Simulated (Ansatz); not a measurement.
# C4H5BO, SMILES Bc1ccoc1: a geometry optimisation

With Ansatz 0.2.0 through its Python package.

Typed at the interpreter:
```pycon
>>> import itertools
>>> import warnings
>>> import ansatz as az
>>> from ase.data import atomic_numbers, covalent_radii
>>> import numpy as np
>>> import pandas as pd
>>> BASIS = "cc-pVDZ"
>>> FUNCTIONAL = "pbe0"
>>> DISPERSION = "d3bj"
>>> warnings.simplefilter("ignore", az.DeckWarning)
>>> molecule = (
...     az.Crystal.molecule()
...     .atom("B", (1.9237, -0.0965, 0.1224))
...     .atom("C", (0.3703, -0.0761, -0.0327))
...     .atom("C", (-0.5161, 0.7256, 0.6527))
...     .atom("C", (-1.7663, 0.3851, 0.1781))
...     .atom("O", (-1.6547, -0.5566, -0.732))
...     .atom("C", (-0.3848, -0.8564, -0.8825))
...     .atom("H", (2.4527, 0.6276, 0.8916))
...     .atom("H", (2.5754, -0.8362, -0.5288))
...     .atom("H", (-0.285, 1.4677, 1.4059))
...     .atom("H", (-2.7049, 0.8183, 0.4967))
...     .atom("H", (-0.0103, -1.6025, -1.5713))
... )
>>> calculation = molecule.calculation()
>>> calculation = calculation.basis(gaussian=BASIS).functional(FUNCTIONAL, dispersion=DISPERSION)
>>> symbols = [site.symbol for site in molecule.cartesian_sites]
>>> start = np.array([site.position_ang for site in molecule.cartesian_sites], dtype=float)
>>> data = calculation.relax(force_tolerance=0.02).run(threads=1, backend="cpu").report

>>> end = np.array(data["positions_ang"])
>>> for key in ("converged", "free_energy_ev", "reference_energy_ev", "n_frozen", "n_occupied", "n_virtual"):
...     print(f"{key:22s} {data[key]}")
...
converged              True
free_energy_ev         -6944.0198800930175
reference_energy_ev    -6943.819035538225
n_frozen               0
n_occupied             [21, 21]
n_virtual              [88, 88]
>>> radius = [covalent_radii[atomic_numbers[s]] for s in symbols]
>>> span = lambda where, i, j: np.linalg.norm(where[i] - where[j])
>>> bonded = [(i, j) for i, j in itertools.combinations(range(len(symbols)), 2) if min(span(start, i, j), span(end, i, j)) < 1.2 * (radius[i] + radius[j])]
>>> print("pair        before    after (A)")
pair        before    after (A)
>>> for i, j in bonded:
...     print(f"{symbols[i]}{i}-{symbols[j]}{j}".ljust(10), f"{span(start, i, j):8.4f} {span(end, i, j):8.4f}")
...
B0-C1        1.5613   1.5220
B0-H6        1.1815   1.2079
B0-H7        1.1815   1.2090
C1-C2        1.3778   1.4476
C1-C5        1.3788   1.3790
C2-C3        1.3799   1.3539
C2-H8        1.0823   1.0869
C3-O4        1.3144   1.3693
C3-H9        1.0817   1.0852
O4-C5        1.3135   1.3369
C5-H10       1.0823   1.0871
>>> charges = data["charge_distribution"]
>>> table = pd.DataFrame({"atom": symbols, "mulliken": charges["mulliken_charges_e"], "lowdin": charges["lowdin_charges_e"]})
>>> table.round(3)
   atom  mulliken  lowdin
0     B     0.011  -0.138
1     C    -0.009  -0.086
2     C    -0.091  -0.035
3     C     0.113  -0.136
4     O    -0.165   0.411
5     C     0.126  -0.080
6     H    -0.036  -0.004
7     H    -0.039  -0.004
8     H     0.014   0.036
9     H     0.034   0.013
10    H     0.041   0.024
>>> print("dipole (e A):", np.round(charges["dipole_moment_e_ang"], 4) + 0.0)
dipole (e A): [-0.2852  0.0206 -0.0114]
>>> with open("c4h5bo_opt.xyz", "w") as handle:
...     handle.write(f"{len(symbols)}\nrelaxed C4H5BO\n")
...     handle.writelines(f"{s:2s} {x:11.6f} {y:11.6f} {z:11.6f}\n" for s, (x, y, z) in zip(symbols, end))
...
18
```

It writes `c4h5bo_opt.xyz`:
```text
11
relaxed C4H5BO
B     1.943708   -0.111483    0.110725
C     0.427140   -0.051121   -0.003016
C    -0.547823    0.765659    0.688289
C    -1.764708    0.416344    0.208523
O    -1.638972   -0.564870   -0.738235
C    -0.333314   -0.829232   -0.850340
H     2.539389    0.605193    0.879259
H     2.561161   -0.887514   -0.580727
H    -0.341897    1.515904    1.447217
H    -2.781408    0.737969    0.409619
H    -0.063276   -1.596849   -1.571214
```

What to keep in mind:
- Total energies depend on the basis set; only differences at equal settings carry meaning.
- The end point is the stationary point reached from this start; no frequency run checks that it is a minimum, and the basis set is modest.
- The Löwdin charges here are taken after orthogonalising the functions within each atom; they differ from plain Löwdin charges, and their signs can be unphysical.
- Total less reference energy is the dispersion correction.
- Finished in 40 s on 1 thread of Arm Neoverse V1, with other jobs on the host, peak memory 0.34 GiB.

(Lines on the test bed's own set-up are left out of the output.)
